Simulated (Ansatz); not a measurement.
# HC18F: the cost of one run

Program: Ansatz 0.2.0. Level of theory: DFT PBE+D3(BJ), plane waves, PAW, scalar-relativistic, no spin polarisation. These are calculated values, not measurements.

**1. The starting structure**

The cell holds 20 atoms (C18HF): a = 7.398 Å, b = 7.398 Å, c = 13.000 Å, α = 90.00°, β = 90.00°, γ = 120.00°.

The coordinates stand in the first input below.

**2. Relaxing end A**

Input file input.yaml:

```yaml
crystal:
  lattice:
    - [7.398, 0.0, 0.0]
    - [-3.699, 6.406856, 0.0]
    - [0.0, 0.0, 13.0]
  atoms:
    - { symbol: C, position: [0.0, 0.0, 0.0769231] }
    - { symbol: C, position: [0.2222222, 0.1111111, 0.0769231] }
    - { symbol: C, position: [0.0, 0.3333333, 0.0769231] }
    - { symbol: C, position: [0.2222222, 0.4444444, 0.0769231] }
    - { symbol: C, position: [0.0, 0.6666667, 0.0769231] }
    - { symbol: C, position: [0.2222222, 0.7777778, 0.0769231] }
    - { symbol: C, position: [0.3333333, 0.0, 0.0769231] }
    - { symbol: C, position: [0.5555556, 0.1111111, 0.0769231] }
    - { symbol: C, position: [0.3333333, 0.3333333, 0.0769231] }
    - { symbol: C, position: [0.5555556, 0.4444444, 0.0769231] }
    - { symbol: C, position: [0.3333333, 0.6666667, 0.0769231] }
    - { symbol: C, position: [0.5555556, 0.7777778, 0.0769231] }
    - { symbol: C, position: [0.6666667, 0.0, 0.0769231] }
    - { symbol: C, position: [0.8888889, 0.1111111, 0.0769231] }
    - { symbol: C, position: [0.6666667, 0.3333333, 0.0769231] }
    - { symbol: C, position: [0.8888889, 0.4444444, 0.0769231] }
    - { symbol: C, position: [0.6666667, 0.6666667, 0.0769231] }
    - { symbol: C, position: [0.8888889, 0.7777778, 0.0769231] }
    - { symbol: F, position: [0.7673507, 0.381773, 0.2146154] }
    - { symbol: H, position: [0.6596439, 0.3950054, 0.2453846] }
basis:
  ecutwfc: 420.0
kpoints:
  mp_grid: { grid: [2, 2, 1] }
hamiltonian:
  xc: pbe
  dispersion: d3bj
scf:
  occupations: { method: gaussian, width: 0.02 }
  lower_state_search: "off"
relax:
  f_tol: 0.03
  max_steps: 60
  adjacent_minimum: "off"
```

The run is started by

```
$ ansatz run input.yaml --threads 1 --pin off --max-ram 3072MiB --backend cpu --events-out ev --progress --plain --runs-dir out
```

**Question.** How long does this run take on 1 thread of Arm Neoverse V1, shared host, and how much memory does it need?

About 2.9 min, with a peak of 0.68 GiB.
